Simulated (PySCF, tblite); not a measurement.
**CH14B2Si5: geometry, infrared bands and NMR shifts**

Aim: predict the infrared bands and NMR shifts of CH14B2Si5 (`[SiH3]CB[Si@@H]1B[SiH2][SiH2][SiH2]1`).

Computed with tblite 0.8.0 and PySCF 2.14.0, with density-fitted response routines of our own, on a single molecule in the gas phase. Atoms count from 0, in the outputs and in this text.

**1. The molecule as given**

22 atoms, charge 0, multiplicity 1; geometry from: force field or distance geometry start.

Bonds of the start (Å): Si0–C1 1.86, C1–B2 1.60, B2–Si3 1.92, Si3–B4 1.96, B4–Si5 1.94, Si5–Si6 2.24, Si6–Si7 2.22, Si7–Si3 2.23, Si0–H8 1.47, Si0–H9 1.48, Si0–H10 1.47, C1–H11 1.11, C1–H12 1.09, B2–H13 1.19, Si3–H14 1.47, B4–H15 1.18, Si5–H16 1.47, Si5–H17 1.48, Si6–H18 1.47, Si6–H19 1.47, Si7–H20 1.46, Si7–H21 1.47.

**2. Optimising the geometry with GFN2-xTB**

The job: settings as JSON, then the geometry in Å.

```
{"job": {"kind": "relax", "xc": "GFN2-xTB", "basis": "xTB"}, "charge": 0, "multiplicity": 1}
Si    -2.931700     1.189800     0.465200
C     -1.675200     0.754700    -0.837500
B     -1.513500    -0.833300    -0.904500
Si     0.118600    -1.683000    -0.347000
B      0.467000    -1.179000     1.509600
Si     1.810000     0.185300     1.821600
Si     2.601700     0.750700    -0.191400
Si     1.828000    -0.855300    -1.508700
H     -2.495100     0.679100     1.774600
H     -4.239900     0.592100     0.116300
H     -3.080200     2.653000     0.531500
H     -0.705500     1.211100    -0.547800
H     -1.994900     1.143000    -1.805000
H     -2.429900    -1.492800    -1.266000
H      0.041300    -3.142100    -0.486800
H     -0.224200    -1.562200     2.391400
H      1.207700     1.362500     2.471200
H      2.890000    -0.373400     2.658500
H      2.019600     2.039100    -0.586700
H      4.075500     0.792400    -0.195300
H      2.847300    -1.890000    -1.676600
H      1.373000    -0.322600    -2.805700
```

Command:

```console
$ OMP_NUM_THREADS=1 python probes_run.py task.json out
```

One launch serves the whole session: the jobs run in the order shown.

Output:

```text
step      E/eV     max force
  0    -551.19677    2.067
  1    -551.39143    0.861
  2    -551.46915    0.524
  3    -551.51521    0.475
  4    -551.57472    0.468
  5    -551.61518    0.486
  6    -551.64404    0.384
  7    -551.66801    0.380
  8    -551.68948    0.313
  9    -551.70394    0.315
 10    -551.71275    0.312
 11    -551.71835    0.193
 12    -551.72205    0.126
 13    -551.72423    0.096
 14    -551.72562    0.095
 15    -551.72704    0.086
 16    -551.72890    0.123
 17    -551.73137    0.150
 18    -551.73421    0.146
 19    -551.73679    0.124
 20    -551.73878    0.116
 21    -551.74033    0.107
 22    -551.74158    0.094
 23    -551.74281    0.111
 24    -551.74436    0.137
 25    -551.74627    0.136
 26    -551.74820    0.105
 27    -551.74992    0.118
 28    -551.75166    0.115
 29    -551.75377    0.169
 30    -551.75644    0.177
 31    -551.75921    0.122
 32    -551.76134    0.099
 33    -551.76291    0.090
 34    -551.76465    0.144
 35    -551.76693    0.151
 36    -551.76931    0.108
 37    -551.77122    0.091
 38    -551.77270    0.097
 39    -551.77414    0.089
 40    -551.77575    0.138
 41    -551.77733    0.113
 42    -551.77921    0.099
 43    -551.78150    0.117
 44    -551.78321    0.113
 45    -551.78593    0.125
 46    -551.78856    0.133
 47    -551.79103    0.107
 48    -551.79286    0.090
 49    -551.79431    0.089
 50    -551.79564    0.078
 51    -551.79696    0.085
 52    -551.79820    0.081
 53    -551.79932    0.091
 54    -551.80037    0.084
 55    -551.80134    0.077
 56    -551.80209    0.067
 57    -551.80291    0.094
 58    -551.80382    0.089
 59    -551.80596    0.109
 60    -551.80724    0.131
 61    -551.80932    0.116
 62    -551.81068    0.088
 63    -551.81224    0.097
 64    -551.81396    0.127
 65    -551.81608    0.130
 66    -551.81799    0.103
 67    -551.81956    0.104
 68    -551.82093    0.103
 69    -551.82208    0.104
 70    -551.82334    0.088
 71    -551.82446    0.064
 72    -551.82566    0.069
 73    -551.82667    0.089
 74    -551.82828    0.072
 75    -551.82946    0.071
 76    -551.83032    0.077
 77    -551.83102    0.081
 78    -551.83203    0.095
 79    -551.83348    0.102
 80    -551.83473    0.099
 81    -551.83557    0.069
 82    -551.83607    0.045
 83    -551.83644    0.042
 84    -551.83684    0.058
 85    -551.83730    0.054
 86    -551.83778    0.058
 87    -551.83821    0.039
 88    -551.83857    0.041
 89    -551.83893    0.049
 90    -551.83931    0.046
 91    -551.83964    0.054
 92    -551.83990    0.045
 93    -551.84009    0.034
 94    -551.84027    0.026
 95    -551.84040    0.020
 96    -551.84050    0.021
 97    -551.84058    0.022
 98    -551.84067    0.026
 99    -551.84078    0.028
100    -551.84087    0.020
101    -551.84095    0.022
102    -551.84104    0.023
103    -551.84117    0.030
104    -551.84135    0.040
105    -551.84155    0.034
106    -551.84169    0.023
107    -551.84179    0.022
108    -551.84188    0.022
109    -551.84199    0.030
110    -551.84213    0.033
111    -551.84225    0.024
112    -551.84234    0.020
113    -551.84244    0.025
114    -551.84256    0.033
115    -551.84271    0.042
116    -551.84288    0.036
117    -551.84303    0.026
118    -551.84318    0.031
119    -551.84338    0.049
120    -551.84364    0.068
121    -551.84392    0.058
122    -551.84411    0.032
123    -551.84419    0.018
124    -551.84424    0.020
125    -551.84430    0.023
126    -551.84441    0.019
127    -551.84456    0.022
128    -551.84469    0.020
129    -551.84478    0.021
130    -551.84485    0.021
131    -551.84491    0.018
132    -551.84498    0.017
133    -551.84504    0.015
134    -551.84509    0.015
135    -551.84513    0.016
136    -551.84517    0.013
137    -551.84520    0.012
138    -551.84522    0.013
139    -551.84523    0.010
```

Wall time 6.6 s (1 thread of Intel Xeon at 2.50GHz, shared host).

Relaxation path: (not every step is listed)

| step | energy from step 0 (eV) | largest force (eV/Å) |
| --- | --- | --- |
| 0 | 0.0000 | 2.0674 |
| 1 | -0.1947 | 0.8613 |
| 2 | -0.2724 | 0.5241 |
| 3 | -0.3184 | 0.4753 |
| 4 | -0.3779 | 0.4676 |
| 5 | -0.4184 | 0.4862 |
| 6 | -0.4473 | 0.3844 |
| 7 | -0.4712 | 0.3801 |
| 8 | -0.4927 | 0.3126 |
| 20 | -0.5420 | 0.1158 |
| 32 | -0.5646 | 0.0989 |
| 44 | -0.5864 | 0.1133 |
| 56 | -0.6053 | 0.0669 |
| 68 | -0.6242 | 0.1030 |
| 80 | -0.6380 | 0.0994 |
| 92 | -0.6431 | 0.0451 |
| 104 | -0.6446 | 0.0404 |
| 116 | -0.6461 | 0.0356 |
| 128 | -0.6479 | 0.0203 |
| 134 | -0.6483 | 0.0148 |
| 135 | -0.6484 | 0.0158 |
| 136 | -0.6484 | 0.0129 |
| 137 | -0.6484 | 0.0121 |
| 138 | -0.6485 | 0.0129 |
| 139 | -0.6485 | 0.0102 |

Distances of close pairs at the start and the end, largest changes first:

| bond | before (Å) | after (Å) | change (Å) |
| --- | --- | --- | --- |
| Si3–Si7 | 2.226 | 2.400 | +0.173 |
| Si5–Si6 | 2.236 | 2.354 | +0.118 |
| Si6–Si7 | 2.217 | 2.334 | +0.118 |
| Si0–C1 | 1.861 | 1.916 | +0.054 |
| C1–B2 | 1.598 | 1.554 | -0.043 |
| B2–Si3 | 1.923 | 1.948 | +0.025 |
| Si3–H14 | 1.468 | 1.490 | +0.022 |
| B4–Si5 | 1.940 | 1.960 | +0.020 |

The final coordinates are the input of the step that follows.

**3. Infrared spectrum with GFN2-xTB**

The job: settings as JSON, then the geometry in Å.

```
{"job": {"kind": "ir", "xc": "GFN2-xTB", "basis": "xTB"}, "charge": 0, "multiplicity": 1}
Si    -2.764463     1.161422     0.663738
C     -1.620556     0.769957    -0.822413
B     -1.557741    -0.770039    -1.024410
Si    -0.067543    -1.785807    -0.288850
B      0.565371    -1.355704     1.510838
Si     1.395306     0.395216     1.806859
Si     2.639352     0.714608    -0.165950
Si     1.810374    -0.976797    -1.544592
H     -2.322618     0.428645     1.855440
H     -4.145464     0.782131     0.353274
H     -2.713259     2.603727     0.917829
H     -0.658621     1.242124    -0.610559
H     -2.058827     1.296531    -1.672648
H     -2.435993    -1.275431    -1.621257
H     -0.195668    -3.248418    -0.543101
H      0.658570    -2.199670     2.324956
H      0.456955     1.535853     1.907932
H      2.234738     0.579979     3.008284
H      2.445526     2.047739    -0.758084
H      4.098522     0.650914    -0.000109
H      2.798730    -2.030551    -1.817871
H      1.426897    -0.547045    -2.898373
```

Output:

```text
mode    cm-1     km/mol
  1      30.2      0.22
  2      44.0      0.03
  3      50.6      0.07
  4      83.7      0.26
  5      91.7      0.82
  6     113.5      0.61
  7     119.4      0.71
  8     176.4      0.16
  9     207.7      0.31
 10     216.6      0.47
 11     287.8     31.57
 12     294.3      4.59
 13     323.7      3.60
 14     345.1      9.47
 15     372.4     17.15
 16     390.4     20.46
 17     431.3     14.83
 18     447.1      6.04
 19     485.9    179.52
 20     492.9      0.28
 21     510.5     41.23
 22     515.1      9.30
 23     523.8     35.02
 24     555.1    102.59
 25     563.1     56.71
 26     578.5     24.31
 27     600.5    244.71
 28     615.8     12.85
 29     636.5     49.09
 30     649.9     93.33
 31     680.7     64.72
 32     718.7     40.10
 33     750.3      1.48
 34     779.2    116.20
 35     788.0    320.31
 36     794.4    205.32
 37     801.5    190.24
 38     831.9    166.47
 39     843.5    430.71
 40     864.2    226.85
 41     942.5     20.02
 42     950.6     38.36
 43    1041.0    134.15
 44    1094.0     32.40
 45    1135.1    151.55
 46    1473.0      0.71
 47    2017.6    458.24
 48    2088.2    261.89
 49    2125.4    324.25
 50    2142.9      3.44
 51    2156.9    378.47
 52    2168.9    397.93
 53    2171.2    574.94
 54    2234.1    303.46
 55    2250.3    337.06
 56    2257.0    233.82
 57    2592.1    168.89
 58    2593.1    118.43
 59    2947.1     65.66
 60    2961.2     19.85
```

Run time: 6.4 s. Hardware: 1 thread of Intel Xeon at 2.50GHz, shared host.

The strongest bands and the atoms that carry them (share of the mass-weighted mode):

| cm⁻¹ | km/mol | atoms |
| --- | --- | --- |
| 788 | 320.3 | H8 32 %, H9 26 %, H10 25 % |
| 844 | 430.7 | H21 25 %, H20 24 %, H18 12 %, H16 11 % |
| 2018 | 458.2 | H14 97 % |
| 2125 | 324.2 | H17 87 % |
| 2157 | 378.5 | H21 49 %, H18 38 % |
| 2169 | 397.9 | H20 71 %, H18 21 % |
| 2171 | 574.9 | H19 82 %, H21 10 % |
| 2250 | 337.1 | H10 73 %, H9 23 % |

**4. Nuclear shieldings: PBE0/pcSseg-1**

The job, as its differences from that of step 3:

```diff
@@ -1,2 +1,2 @@
-{"job": {"kind": "ir", "xc": "GFN2-xTB", "basis": "xTB"}, "charge": 0, "multiplicity": 1}
+{"job": {"kind": "nmr", "xc": "PBE0", "basis": "pcSseg-1"}, "charge": 0, "multiplicity": 1}
 Si    -2.764463     1.161422     0.663738
```

With the program's defaults for keys left out, this is: GIAO PBE0/pcSseg-1 NMR shielding, non-relativistic, gas phase.

Output:

```text
coarse grid: 20064 points
cycle   1  E = -1542.7599482271  dE =  2.105e-01  |g| = 3.513e-01  |ddm| = 4.279e+00
cycle   2  E = -1542.7535997250  dE =  6.349e-03  |g| = 3.781e-01  |ddm| = 7.314e-01
cycle   3  E = -1542.7937009099  dE = -4.010e-02  |g| = 4.798e-02  |ddm| = 4.548e-01
cycle   4  E = -1542.7943689568  dE = -6.680e-04  |g| = 1.525e-02  |ddm| = 1.024e-01
cycle   5  E = -1542.7944449066  dE = -7.595e-05  |g| = 4.588e-03  |ddm| = 4.374e-02
cycle   6  E = -1542.7944528814  dE = -7.975e-06  |g| = 1.318e-03  |ddm| = 1.071e-02
final grid: 168464 points
cycle   7  E = -1542.8346260089  dE = -3.500e-05  |g| = 6.310e-03  |ddm| = 3.902e-02
cycle   8  E = -1542.8346188884  dE =  7.121e-06  |g| = 7.815e-03  |ddm| = 1.833e-02
cycle   9  E = -1542.8346375598  dE = -1.867e-05  |g| = 4.945e-04  |ddm| = 1.115e-02
cycle  10  E = -1542.8346376202  dE = -6.035e-08  |g| = 1.219e-04  |ddm| = 1.032e-03
cycle  11  E = -1542.8346376245  dE = -4.351e-09  |g| = 4.893e-05  |ddm| = 2.878e-04
cycle  12  E = -1542.8346376253  dE = -8.058e-10  |g| = 1.554e-05  |ddm| = 1.039e-04
converged SCF energy = -1542.8346376253

GIAO shielding tensors (ppm)
atom      isotropic    diamagn.    paramagn.     s11        s22        s33       span
  0 Si     434.966     878.826    -443.860    410.172    428.475    466.251     56.079
  1 C      157.917     258.753    -100.836    118.045    165.367    190.339     72.294
  2 B        0.163     196.131    -195.968   -100.522    -32.110    133.121    233.643
  3 Si     436.132     882.356    -446.224    388.615    443.928    475.852     87.236
  4 B      -51.298     200.671    -251.968   -216.608    -86.554    149.268    365.876
  5 Si     463.605     880.809    -417.204    422.110    465.430    503.275     81.165
  6 Si     458.945     880.646    -421.701    424.975    444.204    507.657     82.681
  7 Si     445.597     880.932    -435.335    395.053    434.186    507.551    112.499
  8 H       28.634      29.275      -0.641     24.651     28.967     32.283      7.632
  9 H       27.982      27.936       0.046     24.277     25.644     34.025      9.748
 10 H       27.594      28.048      -0.454     24.341     25.649     32.792      8.451
 11 H       29.114      35.309      -6.195     25.169     27.134     35.038      9.869
 12 H       29.291      30.047      -0.756     25.668     27.268     34.936      9.268
 13 H       22.126      30.751      -8.625     14.069     25.705     26.606     12.537
 14 H       27.547      31.232      -3.684     24.206     24.451     33.986      9.780
 15 H       16.875      30.801     -13.926     -0.807     24.991     26.441     27.248
 16 H       27.338      29.852      -2.514     23.632     27.057     31.327      7.695
 17 H       27.806      29.591      -1.785     24.161     24.803     34.454     10.294
 18 H       27.708      29.589      -1.881     25.002     25.329     32.793      7.791
 19 H       27.902      29.502      -1.600     24.108     25.251     34.348     10.240
 20 H       27.958      30.163      -2.205     23.988     25.523     34.364     10.376
 21 H       27.919      29.751      -1.833     25.183     25.517     33.056      7.873
```

Wall time 3 min (1 thread of Intel Xeon at 2.50GHz, shared host); peak memory 1.1 GiB.

The references, computed at this level on geometries of the same kind, shield at (ppm): 1H TMS 31.72, 13C TMS 186.9, 29Si TMS 349.2, 11B BF3·OEt2 100.1. Their shielding less the atom's gives the shift. The references are single molecules in the gas phase. Atoms listed in one row are averaged.

| atoms | environment | σ (ppm) | δ (ppm) | δ scaled to CDCl3 |
| --- | --- | --- | --- | --- |
| C1 | sp3 CH2 bonded to B and Si | 157.9 | 29.0 | 26.4 |
| H15 | hydrogen on a boron bonded to 2 Si, in a 5-membered ring | 16.87 | 14.84 | – |
| H13 | hydrogen on a boron bonded to C, Si | 22.13 | 9.59 | – |
| H16 | hydrogen on a silicon bonded to B, Si, in a 5-membered ring | 27.34 | 4.38 | – |
| H14 | hydrogen on a silicon bonded to 2 B, Si, in a 5-membered ring | 27.55 | 4.17 | – |
| H18 | hydrogen on a silicon bonded to 2 Si, in a 5-membered ring | 27.71 | 4.01 | – |
| H17 | hydrogen on a silicon bonded to B, Si, in a 5-membered ring | 27.81 | 3.91 | – |
| H19 | hydrogen on a silicon bonded to 2 Si, in a 5-membered ring | 27.90 | 3.81 | – |
| H21 | hydrogen on a silicon bonded to 2 Si, in a 5-membered ring | 27.92 | 3.80 | – |
| H20 | hydrogen on a silicon bonded to 2 Si, in a 5-membered ring | 27.96 | 3.76 | – |
| H8, H9, H10 | hydrogen on a silicon bonded to C | 28.07 | 3.65 | – |
| H11 | hydrogen on an sp3 CH2 bonded to B and Si | 29.11 | 2.60 | 2.56 |
| H12 | hydrogen on an sp3 CH2 bonded to B and Si | 29.29 | 2.43 | 2.39 |
| Si0 | silicon bonded to C, 3 H | 435.0 | -85.8 | – |
| Si3 | silicon bonded to 2 B, Si, H, in a 5-membered ring | 436.1 | -87.0 | – |
| Si7 | silicon bonded to 2 Si, 2 H, in a 5-membered ring | 445.6 | -96.4 | – |
| Si6 | silicon bonded to 2 Si, 2 H, in a 5-membered ring | 458.9 | -109.8 | – |
| Si5 | silicon bonded to B, Si, 2 H, in a 5-membered ring | 463.6 | -114.4 | – |
| B4 | boron bonded to 2 Si, H, in a 5-membered ring | -51.3 | 151.4 | – |
| B2 | boron bonded to C, Si, H | 0.2 | 99.9 | – |

The scaled column applies a straight-line fit of computed shieldings to shifts measured in CDCl3 (root-mean-square error 0.16 ppm for H, 1.9 ppm for C).

The run also stored atomic charges by several schemes (e):

| atoms | Mulliken | IAO | Hirshfeld | ESP fit |
| --- | --- | --- | --- | --- |
| Si0 | 0.46 | 0.62 | 0.33 | 0.38 |
| C1 | -0.73 | -0.64 | -0.22 | -0.39 |
| B2 | 0.08 | -0.09 | 0.07 | 0.21 |
| Si3 | -0.10 | 0.31 | 0.11 | -0.02 |
| B4 | -0.25 | -0.34 | 0.00 | 0.16 |
| Si5 | 0.13 | 0.30 | 0.16 | 0.09 |
| Si6 | 0.00 | 0.15 | 0.14 | 0.13 |
| Si7 | 0.09 | 0.19 | 0.16 | 0.14 |

Mayer bond orders: Si0–C1 0.87, C1–B2 1.05, B2–Si3 0.90, Si3–B4 0.97, B4–Si5 0.90, Si5–Si6 0.86, Si6–Si7 0.82, Si7–Si3 0.88.

Ring of atoms Si3, B4, Si5, Si6, Si7: NICS(0) 1.3, NICS(1) -1.4, NICS(1)zz 1.8 ppm (means of both faces; NICS(1) differs between them: -4.0 and 1.3).

The two faces differ (NICS(1)zz -1.6 and 5.1 ppm).

**5. Results**

```
                                                              quantity                                                                        value
                             strongest single infrared mode (GFN2-xTB)                                                        2171 cm⁻¹, 575 km/mol
                                          zero-point energy (GFN2-xTB)                                                                82.8 kcal/mol
                                13C shifts against TMS (PBE0/pcSseg-1)                                                                     29.0 ppm
1H shifts against TMS (PBE0/pcSseg-1, means over atoms taken as alike)  14.84, 9.59, 4.38, 4.17, 4.01, 3.91, 3.81, 3.80, 3.76, 3.65, 2.60, 2.43 ppm
                               29Si shifts against TMS (PBE0/pcSseg-1)                                      -85.8, -87.0, -96.4, -109.8, -114.4 ppm
                           11B shifts against BF3·OEt2 (PBE0/pcSseg-1)                                                              151.4, 99.9 ppm
```

In words: Over 139 steps the energy fell by 0.648 eV; of the close pairs, Si3–Si7 changed most, 2.226 to 2.400 Å. All 60 modes are real, so the xTB geometry is a minimum. Unscaled tight-binding wavenumbers are off by several per cent, some by more. Its intensities can rank the bands wrongly. At PBE0/pcSseg-1: The widest tensor belongs to B4: span 366 ppm, with a paramagnetic part of -252 ppm.
